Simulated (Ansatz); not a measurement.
# CH3BrSSn: the cost of one run

All numbers are computed with Ansatz 0.2.0, driven from Python. Level of theory: CAM-B3LYP/def2-SVPD.

## (1) Starting point

Bond lengths: C1–S2 1.784 Å, S2–Sn3 2.438 Å, Sn3–Br4 2.535 Å, C1–H5 1.069 Å, C1–H6 1.180 Å, C1–H7 1.131 Å. Angles: C1–S2–Sn3 94.0°, S2–C1–H5 113.1°, S2–C1–H6 109.3°, S2–C1–H7 111.0°, H5–C1–H6 107.7°, H5–C1–H7 110.7°, H6–C1–H7 104.7°, S2–Sn3–Br4 106.8°.

No structure file is read: the coordinates are typed or built in the script.

## (2) The code

field_ch3brssn.py

```python
"""Response of CH3BrSSn to a pair of distant point charges."""

import logging
import sys

import ansatz as az
import numpy as np

logging.basicConfig(stream=sys.stdout, format="%(levelname)s %(message)s")
log = logging.getLogger("calc")
log.setLevel(logging.INFO)

GEOMETRY = """
C     0.41190    0.88250   -0.08730
S     0.79980   -0.36760   -1.29950
Sn   -1.13710   -1.74250   -0.75180
Br   -0.87860   -2.44280    1.67100
H     0.36520    0.50000    0.91030
H    -0.63890    1.35640   -0.33840
H     1.13910    1.74610   -0.15000
"""

mol = az.Crystal.molecule()
for line in GEOMETRY.strip().splitlines():
    symbol, *xyz = line.split()
    mol = mol.atom(symbol, [float(v) for v in xyz])

base = (
    mol.calculation()
    .basis(gaussian="def2-SVPD")
    .functional("CAM-B3LYP")
    .forces()
)
# charges +q and -q at -R and +R make a nearly even field 2 k q / R^2 at the centre
centre = np.mean([site.position_ang for site in mol.cartesian_sites], axis=0)
field = 2 * 14.399645 * 4.0 / 30.0 ** 2


def dipole(axis, sign):
    arm = 30.0 * np.eye(3)[axis]
    pair = [{"charge": sign * 4.0, "position_ang": (centre - arm).tolist()}, {"charge": -sign * 4.0, "position_ang": (centre + arm).tolist()}]
    deck = base.input().set(az.key.basis.gaussian.point_charges, pair)
    return np.array(az.Session.from_dict(deck).plan().execute().report["charge_distribution"]["dipole_moment_e_ang"])


log.info(f"field {field:.4f} V/A")
alpha = np.array([(dipole(axis, 1) - dipole(axis, -1)) / (2 * field) * 14.399645 for axis in range(3)])
log.info("polarisability tensor (A^3)")
print(np.array2string(alpha, precision=3, suppress_small=True))
log.info(f"mean {np.trace(alpha) / 3:.3f} A^3 = {np.trace(alpha) / 3 / 0.14818471:.2f} bohr^3")
```

## (3) Launch

On the command line:

```console
$ python field_ch3brssn.py
```

Q: Estimate wall time and peak memory on 1 thread of AMD EPYC 7B13 (Zen 3), shared host.

About 65 s, with a peak of 0.57 GiB.
